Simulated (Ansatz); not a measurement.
# Na2CdCl4: the cost of one run

Computed with Ansatz 0.2.0 (DFT, PBE, plane-wave PAW, default files, scalar-relativistic, as far as a step names no other, unless a step's input says otherwise).

1 further run of the same task is left out (it didn't finish).

## 1. The system as given

Symmetry: Pbam, No. 55, orthorhombic system. The conventional cell has a = 7.005 Å, b = 11.943 Å, c = 3.930 Å, α = 90.00°, β = 90.00°, γ = 90.00°. Around Na (site symmetry m) lie 6 Cl at 2.81 to 2.95 Å. Cd (site symmetry 2/m) is surrounded by 6 Cl at 2.60 to 2.67 Å. Cl (site symmetry m) is surrounded by 2 Cd at 2.67 Å and 2 Na at 2.91 to 2.95 Å. Around Cl (site symmetry m) lie 1 Cd at 2.60 Å and 4 Na at 2.81 to 2.82 Å.

As a file:

```
CELL_PARAMETERS angstrom
7.00481 0.00000 0.00000
0.00000 11.94259 0.00000
0.00000 0.00000 3.93016
ATOMIC_POSITIONS crystal
Na 0.08802 0.68352 0.50000
Na 0.91198 0.31648 0.50000
Na 0.41198 0.18352 0.50000
Na 0.58802 0.81648 0.50000
Cd 0.50000 0.50000 0.00000
Cd 0.00000 0.00000 0.00000
Cl 0.74798 0.54385 0.50000
Cl 0.25202 0.45615 0.50000
Cl 0.12595 0.20437 0.00000
Cl 0.87405 0.79563 0.00000
Cl 0.62595 0.29563 0.00000
Cl 0.37405 0.70437 0.00000
Cl 0.24798 0.95615 0.50000
Cl 0.75202 0.04385 0.50000
```

## 2. First run, atoms as given

Input file input.yaml:

```yaml
crystal:
  lattice:
    - [7.00480877, 0.0, 0.0]
    - [0.0, 11.9425902, 0.0]
    - [0.0, 0.0, 3.93016405]
  atoms:
    - { symbol: Na, position: [0.08802138, 0.68351889, 0.5] }
    - { symbol: Na, position: [0.91197862, 0.31648111, 0.5] }
    - { symbol: Na, position: [0.41197862, 0.18351889, 0.5] }
    - { symbol: Na, position: [0.58802138, 0.81648111, 0.5] }
    - { symbol: Cd, position: [0.5, 0.5, 0.0] }
    - { symbol: Cd, position: [0.0, 0.0, 0.0] }
    - { symbol: Cl, position: [0.74797767, 0.54384602, 0.5] }
    - { symbol: Cl, position: [0.25202233, 0.45615398, 0.5] }
    - { symbol: Cl, position: [0.12594517, 0.20437229, 0.0] }
    - { symbol: Cl, position: [0.87405483, 0.79562771, 0.0] }
    - { symbol: Cl, position: [0.62594517, 0.29562771, 0.0] }
    - { symbol: Cl, position: [0.37405483, 0.70437229, 0.0] }
    - { symbol: Cl, position: [0.24797767, 0.95615398, 0.5] }
    - { symbol: Cl, position: [0.75202233, 0.04384602, 0.5] }
kpoints:
  mp_grid: { grid: [4, 3, 7] }
scf:
  occupations: { method: fermi_dirac, width: 0.02 }
hamiltonian:
  xc: pbe
  pseudopotentials: { kind: paw }
output:
  forces: true
  stress: true
  populations: true
  efg:
    quadrupole_moments_barn: { Na: 0.104, Cl: -0.08112 }
    contact_densities: true
```

The run is started by

```
$ ansatz run input.yaml --threads 1 --pin off --max-ram 2560MiB --backend cpu --events-out ev --progress --plain --runs-dir out
```

What time and memory should one allow on 1 thread of Arm Neoverse V1, shared host?

About 52 s, with a peak of 0.79 GiB.
